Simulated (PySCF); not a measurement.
**VHCl2O2 (SMILES [O]=[V]([OH])([Cl])[Cl]) at 6 levels**

Aim: a comparison of 6 runs (HF/STO-3G, HF/def2-SVP, CAM-B3LYP/6-31G, PBE0/def2-SVP, TPSS/def2-SVP, r2SCAN/aug-cc-pVDZ) of VHCl2O2. Input form: a Python script.

The results are computed with PySCF 2.14.0.

## 1. The system as given

The species is VHCl2O2 (6 atoms), meant as a singlet with charge 0. As SMILES, `[O]=[V]([OH])([Cl])[Cl]`. The coordinates come from a PBE0-D4/def2-TZVP relaxation. This is one conformer, not always the lowest.

Bond lengths: O1–V2 1.544 Å, V2–O3 1.737 Å, V2–Cl4 2.143 Å, V2–Cl5 2.143 Å, O3–H6 0.963 Å. Angles: O1–V2–O3 108.4°, O1–V2–Cl4 108.6°, O1–V2–Cl5 108.6°, O3–V2–Cl4 110.2°, O3–V2–Cl5 110.2°, Cl4–V2–Cl5 110.8°, V2–O3–H6 122.9°.

## 2. Energy and gradient at HF/STO-3G (run 1)

Input file start.xyz:

```xyz
6

O     -1.255600     0.097700     1.020500
V     -0.268500     0.117800    -0.166200
O      1.258700    -0.503500     0.381200
Cl    -1.054400    -1.119700    -1.729800
Cl    -0.047700     2.141200    -0.837600
H      1.409500    -0.797400     1.285700
```

Input file run.py:

```python
import pyscf.grad
from pyscf import gto

mol = gto.M(
    atom='start.xyz',
    max_memory=1860,
    charge=0,
    verbose=3,
    spin=0,
    basis='sto-3g',
)

mf = mol.RHF()
mf.conv_tol = 1e-10
mf.kernel()
if not mf.converged:
    mf = mf.newton().run(mf.mo_coeff, mf.mo_occ)

energy = mf.e_tot
print('E = %.10f Eh' % energy)
grad = mf.Gradients().kernel()
dip = mf.dip_moment()
pop, q = mf.mulliken_pop()
```

Command:

```console
OMP_NUM_THREADS=1 python run.py
```

Log:

```text
converged SCF energy = -1990.86449309487
E = -1990.8644930949 Eh
--------------- RHF gradients ---------------
         x                y                z
0 O    -0.0872939837    -0.0018321803     0.1050942035
1 V     0.0205686983     0.0273180038    -0.1228523631
2 O     0.0783307788    -0.0375698626     0.0489034067
3 Cl    -0.0066189670    -0.0069104512    -0.0083712439
4 Cl    -0.0006846791     0.0122873514    -0.0031145696
5 H    -0.0043018473     0.0067071389    -0.0196594336
----------------------------------------------
Dipole moment(X, Y, Z, Debye):  1.58728, -1.30116,  2.96746
 ** Mulliken pop  **
pop of  0 O 1s            1.99802
pop of  0 O 2s            1.89913
pop of  0 O 2px           1.46158
pop of  0 O 2py           1.44941
pop of  0 O 2pz           1.46677
pop of  1 V 1s            1.99994
pop of  1 V 2s            1.99734
pop of  1 V 3s            2.01500
pop of  1 V 4s            0.46530
pop of  1 V 2px           1.99849
pop of  1 V 2py           1.99848
pop of  1 V 2pz           1.99843
pop of  1 V 3px           1.97868
pop of  1 V 3py           1.98407
pop of  1 V 3pz           1.97677
pop of  1 V 4px           0.32585
pop of  1 V 4py           0.43077
pop of  1 V 4pz           0.32033
pop of  1 V 3dxy          0.39857
pop of  1 V 3dyz          0.46512
pop of  1 V 3dz^2         0.47259
pop of  1 V 3dxz          0.58314
pop of  1 V 3dx2-y2       0.43774
pop of  2 O 1s            1.99739
pop of  2 O 2s            1.80958
pop of  2 O 2px           1.58922
pop of  2 O 2py           1.67818
pop of  2 O 2pz           1.32735
pop of  3 Cl 1s           1.99996
pop of  3 Cl 2s           1.99869
pop of  3 Cl 3s           1.99584
pop of  3 Cl 2px          1.99764
pop of  3 Cl 2py          1.99613
pop of  3 Cl 2pz          1.99481
pop of  3 Cl 3px          1.86949
pop of  3 Cl 3py          1.78661
pop of  3 Cl 3pz          1.71926
pop of  4 Cl 1s           1.99996
pop of  4 Cl 2s           1.99869
pop of  4 Cl 3s           1.99585
pop of  4 Cl 2px          1.99835
pop of  4 Cl 2py          1.99256
pop of  4 Cl 2pz          1.99767
pop of  4 Cl 3px          1.90267
pop of  4 Cl 3py          1.60771
pop of  4 Cl 3pz          1.86497
pop of  5 H 1s            0.75992
 ** Mulliken atomic charges  **
charge of    0O =     -0.27491
charge of    1V =      1.15341
charge of    2O =     -0.40171
charge of    3Cl =     -0.35844
charge of    4Cl =     -0.35843
charge of    5H =      0.24008
```

Wall time 9 s (1 thread of Intel Xeon at 2.50GHz (Skylake/Cascade Lake), shared host); peak memory 0.12 GiB.

## 3. Energy and gradient at HF/def2-SVP (run 2)

Edit start.xyz of step 2 so:

```diff
@@ -1,3 +1,3 @@
 6
-
+Cl2HO2V
 O     -1.255600     0.097700     1.020500
```

Input file run.py:

```python
from pyscf import gto

mol = gto.M(
    atom='start.xyz',
    verbose=4,
    basis='def2-svp',
    max_memory=1860,
)

mf = mol.RHF()
mf.conv_tol = 1e-10
mf.kernel()
if not mf.converged:
    mf = mf.newton().run(mf.mo_coeff, mf.mo_occ)

e_tot = mf.e_tot
print('E(%s) = %.9f' % ('HF', e_tot))
grad = mf.nuc_grad_method().kernel()
mf.analyze()
```

Command:

```console
OMP_NUM_THREADS=1 python run.py
```

Log:

```text
PySCF version 2.14.0

[... 98 lines left out ...]
DFT Exchange-Correlation Energy =     -115.697844251626748
[... 11 lines left out ...]
MO #10  energy= -10.5741658490867  occ= 2
[... 9 lines left out ...]
MO #20  energy= -2.29003158326769  occ= 2
[... 9 lines left out ...]
MO #30  energy= -0.586921121485547 occ= 2
[... 9 lines left out ...]
MO #40  energy= 0.023499630000015  occ= 0
[... 9 lines left out ...]
MO #50  energy= 0.743175319530594  occ= 0
[... 9 lines left out ...]
MO #60  energy= 1.01400575068666   occ= 0
[... 9 lines left out ...]
MO #70  energy= 1.27656846515669   occ= 0
[... 9 lines left out ...]
MO #80  energy= 1.63944294357177   occ= 0
[... 9 lines left out ...]
MO #90  energy= 2.6391794289062    occ= 0
[... 9 lines left out ...]
MO #100 energy= 4.05236638023484   occ= 0
[... 70 lines left out ...]
pop of  3 Cl 3pz          1.75802
pop of  3 Cl 4px          0.00052
pop of  3 Cl 4py          0.00100
pop of  3 Cl 4pz          0.00101
pop of  3 Cl 3dxy         0.00163
pop of  3 Cl 3dyz         0.00424
pop of  3 Cl 3dz^2        0.00265
pop of  3 Cl 3dxz         0.00248
pop of  3 Cl 3dx2-y2      0.00152
pop of  4 Cl 1s           2.00000
pop of  4 Cl 2s           1.99998
pop of  4 Cl 3s           1.91162
pop of  4 Cl 4s           0.00231
pop of  4 Cl 2px          2.00000
pop of  4 Cl 2py          1.99999
pop of  4 Cl 2pz          2.00000
pop of  4 Cl 3px          1.90442
pop of  4 Cl 3py          1.69355
pop of  4 Cl 3pz          1.86741
pop of  4 Cl 4px          0.00045
pop of  4 Cl 4py          0.00150
pop of  4 Cl 4pz          0.00058
pop of  4 Cl 3dxy         0.00257
pop of  4 Cl 3dyz         0.00372
pop of  4 Cl 3dz^2        0.00157
pop of  4 Cl 3dxz         0.00028
pop of  4 Cl 3dx2-y2      0.00440
pop of  5 H 1s            0.61613
pop of  5 H 2s            0.01562
pop of  5 H 2px           0.00143
pop of  5 H 2py           0.00138
pop of  5 H 2pz           0.00216
 ** Mulliken atomic charges  **
charge of    0O =     -0.41040
charge of    1V =      1.53492
charge of    2O =     -0.69910
charge of    3Cl =     -0.39435
charge of    4Cl =     -0.39434
charge of    5H =      0.36327
Dipole moment(X, Y, Z, Debye):  1.29869, -0.85178,  1.65077
```

It took 32 s on 1 thread of Intel Xeon at 2.50GHz (Skylake/Cascade Lake), shared host; peak memory 0.22 GiB.

Runs 3 to 5 aren't shown in full; the table further down has their settings and results.

## 4. Energy and gradient at r2SCAN/aug-cc-pVDZ (run 6)

Input file job.py:

```python
# [O]=[V]([OH])([Cl])[Cl]
from pyscf import gto, dft

mol = gto.M(
    atom='''
O   -1.255600   0.097700   1.020500
V   -0.268500   0.117800  -0.166200
O    1.258700  -0.503500   0.381200
Cl  -1.054400  -1.119700  -1.729800
Cl  -0.047700   2.141200  -0.837600
H    1.409500  -0.797400   1.285700
''',
    max_memory=1860,
    verbose=4,
    basis='aug-cc-pvdz',
)

mf = dft.RKS(mol)
mf.xc = 'r2scan'
mf.grids.level = 5
mf.conv_tol = 1e-10
mf.kernel()
if not mf.converged:
    mf = mf.newton().run(mf.mo_coeff, mf.mo_occ)

etot = mf.e_tot
print('E = %.10f Eh' % etot)
grad = mf.nuc_grad_method().kernel()
mf.analyze()
```

Command:

```console
OMP_NUM_THREADS=1 python job.py
```

Log:

```text
PySCF version 2.14.0

[... 111 lines left out ...]
MO #3   energy= -101.220018393252  occ= 2
[... 14 lines left out ...]
MO #18  energy= -2.6882764348346   occ= 2
[... 14 lines left out ...]
MO #33  energy= -0.358953551977998 occ= 2
[... 14 lines left out ...]
MO #48  energy= 0.0513328118281605 occ= 0
[... 14 lines left out ...]
MO #63  energy= 0.155977218607115  occ= 0
[... 14 lines left out ...]
MO #78  energy= 0.287271534814197  occ= 0
[... 14 lines left out ...]
MO #93  energy= 0.534847877074597  occ= 0
[... 14 lines left out ...]
MO #108 energy= 0.890940605157045  occ= 0
[... 14 lines left out ...]
MO #123 energy= 1.22317652840423   occ= 0
[... 14 lines left out ...]
MO #138 energy= 1.59811831315705   occ= 0
[... 14 lines left out ...]
MO #153 energy= 2.41908520083961   occ= 0
[... 14 lines left out ...]
MO #168 energy= 4.03866598425943   occ= 0
[... 138 lines left out ...]
pop of  4 Cl 5s           0.00040
pop of  4 Cl 2px          1.99995
pop of  4 Cl 2py          1.99995
pop of  4 Cl 2pz          1.99995
pop of  4 Cl 3px          1.85965
pop of  4 Cl 3py          1.69628
pop of  4 Cl 3pz          1.82238
pop of  4 Cl 4px          0.00090
pop of  4 Cl 4py          0.00058
pop of  4 Cl 4pz          0.00078
pop of  4 Cl 5px          0.00033
pop of  4 Cl 5py          0.00133
pop of  4 Cl 5pz          0.00041
pop of  4 Cl 3dxy         0.00297
pop of  4 Cl 3dyz         0.00411
pop of  4 Cl 3dz^2        0.00175
pop of  4 Cl 3dxz         0.00037
pop of  4 Cl 3dx2-y2      0.00466
pop of  4 Cl 4dxy         0.00084
pop of  4 Cl 4dyz         0.00091
pop of  4 Cl 4dz^2        0.00050
pop of  4 Cl 4dxz         0.00015
pop of  4 Cl 4dx2-y2      0.00083
pop of  5 H 1s            0.60688
pop of  5 H 2s            0.00755
pop of  5 H 3s            0.00712
pop of  5 H 2px           0.00218
pop of  5 H 2py           0.00239
pop of  5 H 2pz           0.00190
pop of  5 H 3px           0.00026
pop of  5 H 3py           0.00026
pop of  5 H 3pz           0.00055
 ** Mulliken atomic charges  **
charge of    0O =     -0.33474
charge of    1V =      1.19169
charge of    2O =     -0.59734
charge of    3Cl =     -0.31526
charge of    4Cl =     -0.31526
charge of    5H =      0.37091
Dipole moment(X, Y, Z, Debye):  1.41958, -0.85626,  1.53003
```

It took 7 min on 1 thread of Intel Xeon at 2.50GHz (Skylake/Cascade Lake), shared host; peak memory 2.2 GiB.

## 5. All runs side by side

```
run               level  integration grid   energy (Eh)  dipole moment (D)  HOMO energy (eV)  LUMO energy (eV)  wall time
  1           HF/STO-3G                 –  -1990.864493               3.61            -10.62              4.18        9 s
  2         HF/def2-SVP                 –  -2011.672323               2.27            -12.63             -0.29       32 s
  3     CAM-B3LYP/6-31G                 5  -2015.449366               3.06            -10.78             -3.17    2.8 min
  4       PBE0/def2-SVP                 5  -2014.435665               2.36             -9.21             -3.81       96 s
  5       TPSS/def2-SVP                 5  -2015.256235               2.43             -7.90             -4.47    2.3 min
  6  r2SCAN/aug-cc-pVDZ                 5  -2015.587471               2.26             -8.35             -4.69      7 min
```

## 6. Results

| quantity | value |
| --- | --- |
| run 6: total energy | -2015.58747 Eh |
| run 6: dipole moment | 2.26 D |
| run 6: HOMO energy | -8.35 eV |
| run 6: LUMO energy | -4.69 eV |
| run 6: HOMO–LUMO gap | 3.66 eV |
| run 6: largest force on an atom | 1.235 eV/Å |

**Reading.** The dipole moment (its size) runs from 2.26 D (r2SCAN/aug-cc-pVDZ) to 3.61 D (HF/STO-3G). The two ends differ in method and basis. The HOMO–LUMO gap runs from 3.42 eV (TPSS/def2-SVP) to 14.80 eV (HF/STO-3G). Totals of different functionals can't be ranked against each other. In run 1 the basis is minimal, so the values are rough. All runs together took 14 min, the longest 7 min.
